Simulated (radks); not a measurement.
**Se⁷⁺ in [Ar] 3d8 4d1: an all-electron calculation**

Wanted: eigenvalues, radial structure and energy terms of the selenium ion Se7+.

The numbers are computed with radks (a radial shooting solver on a logarithmic mesh, Libxc functionals) version 1 (Dirac Kohn-Sham, PBE, spin-unpolarised, spherical densities, point nucleus; open shells fill j = l - 1/2 first), except any that are marked as measured or tabulated.

### Step 1. The atom as given

* element: selenium (Z = 34)
* charge: +7
* electrons: 27
* configuration: [Ar] 3d8 4d1

### Step 2. The run

Settings of this run:

```text
Z 34
configuration [Ar] 3d8 4d1
relativity Dirac
functional pbe,pbe
spin unpolarised
j_filling energy
nucleus point
c 137.035999084
```

Command:

```sh
$ python run_ks.py task.json out
```

All runs below come from this command, one after another.

Q: Predict the outcome of this run.

**Answer**, as computed:

| quantity | value |
| --- | --- |
| total energy | -2410.99217 hartree |
| exchange-correlation share of it | 3.46 % |
| −T/E | 1.0243 |
| highest occupied level | 4d3/2, -72.528 eV |
| most extended occupied level | 4d3/2, <r> = 1.74 bohr |
| radius at density 0.001 e/bohr³ | 2.91 bohr |
| maxima of the radial density | 3 |

**Reading.** The radial density shows 3 maxima for 4 occupied principal shells; where shells overlap, one shows as a shoulder or not at all. −T/E is 1.024: with relativity the kinetic term as defined here no longer equals −E. This is not the tabulated ground configuration, so its levels and sizes aren't those of the ground state, and no measured value stands beside it.
